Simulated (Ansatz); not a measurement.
**Molecular dynamics of CaPH₅O₆**

Input:

```yaml
accuracy: low
crystal:
  lattice:
    - [3.225006, -7.714209, 0.0]
    - [3.225006, 7.714209, 0.0]
    - [-2.85085, 0.0, 5.184143]
  atoms:
    - { symbol: Ca, position: [0.98027036, 0.61365894, 0.77756925] }
    - { symbol: Ca, position: [0.5622189, 0.90512553, 0.22430682] }
    - { symbol: H, position: [0.7440353, 0.36947458, 0.09350292] }
    - { symbol: H, position: [0.38678284, 0.70464067, 0.5789816] }
    - { symbol: H, position: [0.00041739, 1.01978858, 0.06212181] }
    - { symbol: H, position: [0.99437924, 0.08009752, 0.63629247] }
    - { symbol: H, position: [0.05665818, 0.9149823, 0.1822915] }
    - { symbol: H, position: [0.90357856, 0.17324347, 0.77070265] }
    - { symbol: H, position: [0.58756877, 0.61052196, 0.477337] }
    - { symbol: H, position: [0.39592729, 0.43159065, -0.06552686] }
    - { symbol: H, position: [0.50680374, 0.37629103, 0.4096499] }
    - { symbol: H, position: [0.21110354, 0.42599754, 0.86693875] }
    - { symbol: P, position: [0.39365801, 0.04161669, 0.72900222] }
    - { symbol: P, position: [0.04008944, 0.38287099, 0.25187644] }
    - { symbol: O, position: [0.62491407, 0.3316715, 0.91565597] }
    - { symbol: O, position: [0.32530077, 0.56235036, 0.44121443] }
    - { symbol: O, position: [0.45461757, 0.0079776, 0.50278459] }
    - { symbol: O, position: [0.04218563, 0.44467055, 0.02974366] }
    - { symbol: O, position: [0.17833542, 0.98389322, 0.64761572] }
    - { symbol: O, position: [0.88736054, 0.10103439, 0.13729443] }
    - { symbol: O, position: [0.3674043, 0.89961907, 0.90279685] }
    - { symbol: O, position: [0.92209234, 0.39008715, 0.39884715] }
    - { symbol: O, position: [0.08586781, 0.98036621, 0.05117731] }
    - { symbol: O, position: [0.9419736, 0.14357968, 0.63434601] }
    - { symbol: O, position: [0.65375524, 0.55505136, 0.52317767] }
    - { symbol: O, position: [0.36475855, 0.50545098, 1.02690719] }
basis:
  ecutwfc: 500.0
kpoints:
  mp_grid: { grid: [2, 2, 2] }
hamiltonian:
  xc: r2scan
scf:
  occupations: { method: fermi_dirac, width: 0.05 }
  lower_state_search: "off"
md:
  timestep: 0.5
  n_steps: 70
  ensemble: nve
  temperature: 1560.0
  initial_velocities: maxwell_boltzmann
  seed: 823296
```

Run as:

```bash
$ ansatz run input.yaml --threads 2 --pin off --max-ram 5120MiB --backend cpu --events-out ev --progress --plain --runs-dir out
```

It goes on from the last frame of an earlier run, with new velocities.

Output, in part (step lines):

```
md step     0: t =     0.00 fs  T =  1560.0 K  F+E_penalty+E_count = -12156.95983151 eV  E_kin = 5.041140 eV  conserved = -12151.91869155 eV  (9 SCF iters)
md step     1: t =     0.50 fs  T =  1493.2 K  F+E_penalty+E_count = -12156.73634874 eV  E_kin = 4.825152 eV  conserved = -12151.91119660 eV  (8 SCF iters)
md step     2: t =     1.00 fs  T =  1448.6 K  F+E_penalty+E_count = -12156.58793848 eV  E_kin = 4.681190 eV  conserved = -12151.90674833 eV  (8 SCF iters)
md step     3: t =     1.50 fs  T =  1447.3 K  F+E_penalty+E_count = -12156.58430317 eV  E_kin = 4.677009 eV  conserved = -12151.90729459 eV  (8 SCF iters)
md step     4: t =     2.00 fs  T =  1487.5 K  F+E_penalty+E_count = -12156.71847137 eV  E_kin = 4.806824 eV  conserved = -12151.91164703 eV  (8 SCF iters)
md step     5: t =     2.50 fs  T =  1548.8 K  F+E_penalty+E_count = -12156.92220992 eV  E_kin = 5.004851 eV  conserved = -12151.91735871 eV  (6 SCF iters)
md step     6: t =     3.00 fs  T =  1603.6 K  F+E_penalty+E_count = -12157.10407307 eV  E_kin = 5.182134 eV  conserved = -12151.92193872 eV  (5 SCF iters)
md step     7: t =     3.50 fs  T =  1629.1 K  F+E_penalty+E_count = -12157.18866813 eV  E_kin = 5.264529 eV  conserved = -12151.92413896 eV  (4 SCF iters)
[... lines left out ...]
md step    67: t =    33.50 fs  T =  1458.0 K  F+E_penalty+E_count = -12156.62067401 eV  E_kin = 4.711480 eV  conserved = -12151.90919375 eV  (4 SCF iters)
md step    68: t =    34.00 fs  T =  1438.2 K  F+E_penalty+E_count = -12156.55369868 eV  E_kin = 4.647635 eV  conserved = -12151.90606393 eV  (5 SCF iters)
```

The steps, from the saved trajectory:

```
time (fs)  T (K)  potential energy less start (eV)  conserved less start (meV/atom)
      0.0   1560                             0.000                             0.00
      1.0   1449                             0.372                             0.46
      2.0   1487                             0.241                             0.27
      3.0   1604                            -0.144                            -0.12
      4.0   1614                            -0.179                            -0.18
      5.0   1492                             0.225                             0.18
      6.0   1391                             0.555                             0.38
      7.0   1421                             0.458                             0.32
      8.0   1536                             0.073                            -0.13
      9.0   1537                             0.064                            -0.39
     10.0   1343                             0.711                             0.33
     11.0   1267                             0.965                             0.69
     12.0   1448                             0.361                            -0.04
     13.0   1595                            -0.120                            -0.27
     14.0   1559                             0.000                            -0.13
     15.0   1421                             0.461                             0.41
     16.0   1423                             0.456                             0.56
     17.0   1624                            -0.208                            -0.09
     18.0   1747                            -0.616                            -0.41
     19.0   1638                            -0.253                            -0.01
     20.0   1481                             0.272                             0.59
     21.0   1517                             0.145                             0.30
     22.0   1642                            -0.268                            -0.13
     23.0   1654                            -0.305                            -0.09
     24.0   1556                             0.018                             0.24
     25.0   1501                             0.203                             0.47
     26.0   1583                            -0.072                             0.11
     27.0   1663                            -0.336                            -0.16
     28.0   1623                            -0.202                             0.02
     29.0   1539                             0.073                             0.17
     30.0   1499                             0.204                             0.28
     31.0   1545                             0.050                             0.10
     32.0   1585                            -0.084                            -0.17
     33.0   1507                             0.174                             0.13
     34.0   1438                             0.406                             0.49
     35.0   1518                             0.140                             0.15
```

All steps were run. The conserved energy stayed within 0.73 meV per atom of its start (net change 0.15 meV per atom), so the integration is sound. A run of 0.035 ps of so small a system gives no equilibrium averages. Limits of this set-up: coarse k mesh, low accuracy level.

Mean squared displacements from the first frame to the last, about the centre of mass: Ca 0.18 Å², H 0.73 Å², P 0.05 Å², O 0.19 Å².

Last frame:

```xyz
26
Lattice="3.2250 -7.7142 0.0000 3.2250 7.7142 0.0000 -2.8508 0.0000 5.1841" Properties=species:S:1:pos:R:3
Ca 3.045 -2.501 4.183
Ca 3.643 2.621 1.278
H 3.444 -2.975 0.321
H 1.347 2.236 3.273
H 2.880 7.909 0.547
H 0.636 -7.100 2.688
H 2.863 6.564 1.465
H 1.236 -6.271 3.811
H 1.904 -0.216 2.723
H 3.587 -0.247 0.175
H 2.987 -0.924 1.933
H 0.042 0.675 4.286
P -0.534 -2.895 3.657
P 0.570 2.792 1.298
O 0.558 -2.324 4.730
O 1.401 1.955 2.350
O 0.173 -3.737 2.819
O 1.632 3.413 0.417
O 1.847 5.961 3.050
O 2.917 -5.919 0.496
O 1.755 3.780 4.462
O 3.257 -3.751 2.062
O 2.704 6.883 0.592
O 1.560 -6.501 2.899
O 2.784 -0.484 2.688
O 0.278 0.645 5.193
```

The run took 12 min on 2 threads of Arm Neoverse V2 (shared host), peak memory 1.1 GiB.
